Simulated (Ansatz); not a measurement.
# Ge7As: the cost of one run

Program: Ansatz 0.2.0. Level of theory: DFT PBE, scalar-relativistic, plane waves, PAW, unless a step names another level. These are calculated values, not measurements.

2 further runs of the same task are left out: 2 that didn't finish.

### 1 Starting point

Symmetry: P-3m1, No. 164, trigonal system. Conventional cell: a = 4.037 Å, b = 4.037 Å, c = 27.004 Å, α = 90.00°, β = 90.00°, γ = 120.00°. Ge (site symmetry 3m) has 4 Ge at 2.48 to 2.49 Å as nearest neighbours. Ge (site symmetry 3m) has 1 Ge at 2.49 Å and 3 As at 2.56 Å as nearest neighbours. Ge (site symmetry 3m) is surrounded by 4 Ge at 2.48 to 2.50 Å. Around As (site symmetry 3m) lie 3 Ge at 2.56 Å.

Structure file:

```cif
data_structure
_symmetry_space_group_name_H-M 'P-3m1'
_symmetry_Int_Tables_number 164
_cell_length_a 4.0370
_cell_length_b 4.0370
_cell_length_c 27.0038
_cell_angle_alpha 90.000
_cell_angle_beta 90.000
_cell_angle_gamma 120.000
_cell_volume 381.14
loop_
_atom_site_label
_atom_site_type_symbol
_atom_site_symmetry_multiplicity
_atom_site_Wyckoff_symbol
_atom_site_fract_x
_atom_site_fract_y
_atom_site_fract_z
_atom_site_occupancy
Ge1 Ge 2 c 0.00000 0.00000 0.67556 1
Ge2 Ge 2 c 0.00000 0.00000 0.58324 1
Ge3 Ge 2 d 0.33333 0.66667 0.79899 1
Ge4 Ge 2 d 0.33333 0.66667 0.70652 1
Ge5 Ge 2 d 0.66667 0.33333 0.92259 1
Ge6 Ge 2 d 0.66667 0.33333 0.83020 1
Ge7 Ge 2 c 0.00000 0.00000 0.04618 1
As1 As 2 d 0.33333 0.66667 0.45582 1
```

It came out lowest among 26 distinct ends of the trial cells. At a tolerance of 0.05 Å it has space group P-3m1 (No. 164).

### 2 Static run: bands, density of states and charges

Contents of input.yaml:

```yaml
crystal:
  lattice:
    - [4.0370286872, 0.0, 0.0]
    - [-2.0185143436, 3.4961693989, 0.0]
    - [0.0, 0.0, 27.0038396556]
  atoms:
    - { symbol: Ge, position: [0.0, 0.0, 0.6755603931] }
    - { symbol: Ge, position: [0.0, 0.0, 0.5832428109] }
    - { symbol: Ge, position: [0.3333333333, 0.6666666667, 0.7989913629] }
    - { symbol: Ge, position: [0.3333333333, 0.6666666667, 0.7065178355] }
    - { symbol: Ge, position: [0.6666666667, 0.3333333333, 0.9225903909] }
    - { symbol: Ge, position: [0.6666666667, 0.3333333333, 0.8301988647] }
    - { symbol: Ge, position: [0.0, 0.0, 0.3244396069] }
    - { symbol: Ge, position: [0.0, 0.0, 0.4167571891] }
    - { symbol: Ge, position: [0.0, 0.0, 0.0461843192] }
    - { symbol: Ge, position: [0.0, 0.0, 0.9538156808] }
    - { symbol: Ge, position: [0.3333333333, 0.6666666667, 0.0774096091] }
    - { symbol: Ge, position: [0.3333333333, 0.6666666667, 0.1698011353] }
    - { symbol: Ge, position: [0.6666666667, 0.3333333333, 0.2010086371] }
    - { symbol: Ge, position: [0.6666666667, 0.3333333333, 0.2934821645] }
    - { symbol: As, position: [0.3333333333, 0.6666666667, 0.4558152989] }
    - { symbol: As, position: [0.6666666667, 0.3333333333, 0.5441847011] }
basis:
  ecutwfc: 420
kpoints:
  mp_grid: { grid: [12, 12, 2] }
  band_path:
    path:
      - [[0.0, 0.0, 0.0], [0.5, 0.0, 0.0], [0.33333333, 0.33333333, 0.0], [0.0, 0.0, 0.0], [0.0, 0.0, 0.5], [0.5, 0.0, 0.5], [0.33333333, 0.33333333, 0.5], [0.0, 0.0, 0.5]]
      - [[0.5, 0.0, 0.5], [0.5, 0.0, 0.0]]
      - [[0.33333333, 0.33333333, 0.5], [0.33333333, 0.33333333, 0.0]]
    npoints: 10
hamiltonian:
  xc: pbe
scf:
  occupations: { method: gaussian, width: 0.01 }
  n_extra_bands: 40
output:
  forces: true
  stress: true
  eigenvalues: true
  populations: true
  dos: { projected: true, de: 0.02, nscf_kmesh: { grid: [15, 15, 3] } }
  bader: false
  write_density: true
  write_potential: true
  elf: true
  volumetric_format: npy
```

Launch:

```sh
$ ansatz run input.yaml --threads 1 --pin off --max-ram 2560MiB --backend cpu --events-out ev --progress --plain --runs-dir out
```

**Question.** How long does this run take on 1 thread of Intel Xeon at 2.50GHz (Skylake/Cascade Lake), shared host, and how much memory does it need?

About 15 min, with a peak of 2.2 GiB.
